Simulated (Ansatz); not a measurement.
**YSi2Os2: from the start to rest**

The start is YSi2Os2, a database entry, slightly rescaled. Where does it settle when we relax cell and atoms, and what is it like there?

The COD entry's cell or inner coordinates are ideal or old and differ from later refinements, so a difference from it is no clean test against experiment.

Program: Ansatz 0.2.0. Level of theory: DFT, PBEsol, spin-orbit coupling, plane waves, PAW. These are calculated values, not measurements.

## 1. The system as given

It takes space group I4/mmm (No. 139, tetragonal). The conventional cell has a = 4.149 Å, b = 4.149 Å, c = 9.722 Å, α = 90.00°, β = 90.00°, γ = 90.00°. Around Y (site symmetry 4/mmm) lie 10 Si at 3.18 to 3.65 Å and 8 Os at 3.20 Å. Around Os (site symmetry -4m2) lie 4 Si at 2.40 Å. Si (site symmetry 4mm) has 4 Os at 2.40 Å and 1 Si at 2.43 Å and 4 Y at 3.18 Å as nearest neighbours.

Structure file:

```xyz
5
Lattice="-2.0744 2.0744 4.8610 2.0744 -2.0744 4.8610 2.0744 2.0744 -4.8610" Properties=species:S:1:pos:R:3 pbc="T T T"
Y     0.0000    0.0000    0.0000
Os    0.0000    2.0744    2.4305
Os    2.0744    0.0000    2.4305
Si    0.0000    0.0000    3.6457
Si    0.0000    0.0000    6.0762
```

It starts from an earlier solution of the starting cell (checkpoint.read).

## 2. Relaxing

The input, input.yaml:

```yaml
crystal:
  lattice:
    - [-2.07435411, 2.07435411, 4.86099308]
    - [2.07435411, -2.07435411, 4.86099308]
    - [2.07435411, 2.07435411, -4.86099308]
  atoms:
    - { symbol: "Y", position: [0.0, 0.0, 0.0] }
    - { symbol: Os, position: [0.75, 0.25, 0.5], spin: 2, spin_axis: [0.36536, 0.36536, -0.85617] }
    - { symbol: Os, position: [0.25, 0.75, 0.5], spin: 2, spin_axis: [0.36536, 0.36536, -0.85617] }
    - { symbol: Si, position: [0.375, 0.375, 0.0] }
    - { symbol: Si, position: [0.625, 0.625, 0.0] }
  symmetry: { tolerance: 0.0003 }
kpoints:
  mp_grid: { grid: [6, 6, 6], shift: [0, 0, 0] }
magnetization:
  noncollinear: true
  spin_orbit: true
scf:
  occupations: { method: methfessel_paxton, width: 0.2441 }
  lower_state_search: "off"
hamiltonian:
  pseudopotentials: { kind: paw_fr }
  xc: pbesol
basis:
  ecutwfc: 420
  fft_grid_basis: typed
relax:
  max_steps: 60
  cell: { p_target: 0.0 }
  f_tol: 0.03
output:
  forces: true
  stress: true
  eigenvalues: true
  bader: true
  populations: true
  elf: true
  write_potential: true
  volumetric_format: npy
  dos:
    e_range: [-12, 8]
    de: 0.05
    projected: { site_lists: { Os: [Os], Si: [Si], "Y": ["Y"] } }
    method: { smearing: { sigma: 0.1, scheme: gaussian } }
  write_density: true
checkpoint:
  read: saved_state
```

Command:

```console
ansatz run input.yaml --threads 2 --pin off --max-ram 2560MiB --backend cpu --events-out ev --progress --plain --runs-dir out
```

**Question.** What will these runs give? Wanted: moves; energy gained; largest move; cell; volume; pressure at the end; character; Bader charges; moments.

The runs gave:

| quantity | value |
| --- | --- |
| moves | 4 |
| energy gained | 6.7 meV/atom |
| largest move | 0.01 Å (Si) |
| space group (0.01 Å), before / after | I4/mmm / I4/mmm |
| cell | a = 5.646 Å, b = 5.646 Å, c = 5.646 Å, α = 137.24°, β = 137.24°, γ = 62.06° |
| volume | 16.39 Å³/atom (-2.0 %) |
| pressure at the end | 0.00 GPa |
| formation energy (elements from separate runs) | -0.73 eV/atom |
| character | metal |
| density of states, mean within 0.25 eV of the Fermi level | 3 per eV per cell |
| Bader charges | Y +1.68, Os -1.41, Si +0.58 e |
| moments | none |

The volume shrank by 2.0 %, and the largest move of an atom is 0.01 Å apart from the change of the cell; the energy fell by 6.7 meV per atom. The cell is metallic; within 0.25 eV of the Fermi level the density of states averages 3 per eV per cell, mostly Os d (57 %) and Y d (20 %). No moment forms. By Bader's partition Y gives up most (+1.68 e) and Os takes most (-1.41 e).

Limits of this run: the k mesh is coarse for a cell without a gap; wide smearing.
